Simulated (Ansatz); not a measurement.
# SnAs: how the settings move a single-point run

Aim: see which settings change the result for SnAs, by how much, and at what cost.

Computed with Ansatz 0.2.0 (reference: DFT, PBEsol, all-electron LAPW, scalar-relativistic, unless a step's input says otherwise).

## 1. The starting structure

Symmetry: Fm-3m, No. 225, cubic system. Conventional cell: a = 5.713 Å, b = 5.713 Å, c = 5.713 Å, α = 90.00°, β = 90.00°, γ = 90.00°. Sn (site symmetry m-3m) has 6 As at 2.86 Å as nearest neighbours. As (site symmetry m-3m) has 6 Sn at 2.86 Å as nearest neighbours.

Coordinates:

```cif
data_structure
_symmetry_space_group_name_H-M 'P 1'
_symmetry_Int_Tables_number 1
_cell_length_a 4.0398
_cell_length_b 4.0398
_cell_length_c 4.0398
_cell_angle_alpha 60.000
_cell_angle_beta 60.000
_cell_angle_gamma 60.000
_cell_volume 46.62
loop_
_atom_site_label
_atom_site_type_symbol
_atom_site_fract_x
_atom_site_fract_y
_atom_site_fract_z
_atom_site_occupancy
Sn1 Sn 0.00000 0.00000 0.00000 1
As1 As 0.50000 0.50000 0.50000 1
```

## 2. Baseline

input.yaml

```yaml
crystal:
  lattice:
    - [0.0, 2.8565745416, 2.8565745416]
    - [2.8565745416, 0.0, 2.8565745416]
    - [2.8565745416, 2.8565745416, 0.0]
  atoms:
    - { symbol: Sn, position: [0.0, 0.0, 0.0] }
    - { symbol: As, position: [0.5, 0.5, 0.5] }
kpoints:
  mp_grid: { grid: [13, 13, 13] }
  band_path:
    path:
      - [0.0, 0.0, 0.0]
      - [0.5, 0.0, 0.5]
      - [0.625, 0.25, 0.625]
      - [0.375, 0.375, 0.75]
      - [0.0, 0.0, 0.0]
      - [0.5, 0.5, 0.5]
      - [0.5, 0.25, 0.75]
      - [0.5, 0.0, 0.5]
    npoints: 14
scf:
  occupations: { method: fermi_dirac, width: 0.05 }
hamiltonian:
  xc: pbesol
  pseudopotentials: { kind: all_electron, lapw: { basis_error: 0.0005 } }
output:
  forces: true
  stress: true
  eigenvalues: true
  populations: true
```

Launch:

```sh
ansatz run input.yaml --threads 1 --pin off --max-ram 2048MiB --backend cpu --events-out ev --progress --plain --runs-dir out
```

## 3. Changing settings: preconditioner local_kerker, mixing.algorithm broyden, mixing.beta 0.2, mixing.ndim 4

Edit input.yaml of step 2 so:

```diff
@@ -23,2 +23,7 @@
   occupations: { method: fermi_dirac, width: 0.05 }
+  mixing:
+    preconditioner: local_kerker
+    algorithm: broyden
+    beta: 0.2
+    ndim: 4
 hamiltonian:
```

**Question.** What will these runs give? Wanted: for each run, ending; energy change; pressure; gap; force.

As calculated:

```csv
run,ending,energy change,pressure (GPa),gap (eV),force (eV/Å),cycles,time
reference,converged,0,0.0,0.00,0.00,9,45 s
"1: preconditioner local_kerker, mixing.algorithm broyden, mixing.beta 0.2, mixing.ndim 4",converged,0.0 meV/atom,0.0,0.00,0.00,12,49 s
```

Residual by cycle in the longest SCF loop of each run; runs are numbered as in the table. The quantity is the density residual dr2, in eV.

```csv
cycle,reference,run 1
1,0.292,0.292
2,0.109,0.184
3,0.0291,0.0239
4,0.00247,0.00328
5,1.2e-4,4.0e-4
6,1.4e-5,2.6e-4
7,3.8e-6,5.9e-5
8,3.5e-7,2.7e-5
9,6.0e-8,3.0e-6
10,-,5.6e-7
11,-,3.6e-7
12,-,8.1e-8
```

The changed mixing doesn't alter the result here (within 0.5 meV/atom). Cost: 12 SCF cycles against 9. Semilocal functionals close small gaps, so the missing gap need not be the real solid's.
